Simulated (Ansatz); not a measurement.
# MgSe: the cost of one run

All numbers are computed with the Python package of Ansatz 0.2.0. Level of theory: PBE/def2-SVP.

## 1. Starting point

Bond lengths: Mg1–Se2 2.570 Å.

No structure file is read: the coordinates are typed or built in the script.

## 2. Script

Contents of mgse.py:

```python
"""Potential curve of MgSe(+) along one bond."""

import ansatz as az
import matplotlib.pyplot as plt
import numpy as np

geometry_ang = [
    ("Mg", (0.0, 0.0, 0.0)),
    ("Se", (0.0, 0.0, 2.57)),
]
geometry = az.Crystal.molecule()
for symbol, xyz in geometry_ang:
    geometry = geometry.atom(symbol, xyz)

symbols = [site.symbol for site in geometry.cartesian_sites]
start = np.array([site.position_ang for site in geometry.cartesian_sites])
axis = (start[1] - start[0]) / np.linalg.norm(start[1] - start[0])
moving = [1]
lengths, energies = [2.18, 2.36, 2.57, 2.83, 3.21, 3.85, 4.63, 5.65], []
for length in lengths:
    xyz = start.copy()
    xyz[moving] += (length - np.linalg.norm(start[1] - start[0])) * axis
    point = az.Crystal.molecule()
    for symbol, place in zip(symbols, xyz):
        point = point.atom(symbol, place.tolist())
    calc = (
        point.calculation()
        .basis(gaussian="def2-SVP")  # atom-centred Gaussian functions
        .functional("PBE")
        .charge(1)
        .spin("collinear", total=1)  # two spin channels
    )
    report = calc.run(threads=1).report
    energies.append(report["free_energy_ev"])
    print(f"r = {length:6.3f} A  E = {energies[-1]:.5f} eV  <S^2> = {abs(report['mean_field']['state']['spin_squared']):.3f}")

print("energy above the lowest point (eV):", [round(e - min(energies), 3) for e in energies])
plt.figure(figsize=(4.5, 3))
plt.plot(lengths, np.array(energies) - min(energies), "o-")
plt.xlabel("bond length (A)")
plt.ylabel("E - E(min) (eV)")
plt.tight_layout()
plt.savefig("scan.png", dpi=100)
```

## 3. The input behind the calls

The engine receives this input (first run):

```yaml
crystal:
  periodic: [false, false, false]
  atoms:
    - { symbol: Mg, position_ang: [0.0, 0.0, 0.0] }
    - { symbol: Se, position_ang: [0.0, 0.0, 2.18] }
basis:
  gaussian:
    orbitals: def2-SVP
hamiltonian:
  xc: pbe
magnetization:
  spin_polarized: true
  initial_magnetization: 1.0
total_charge: 1.0
```

## 4. The run

Run with:

```bash
> python mgse.py
```

**Question.** How long does this script take on 1 thread of Arm Neoverse V1, shared host, and how much memory does it need?

About 81 s, with a peak of 0.22 GiB.
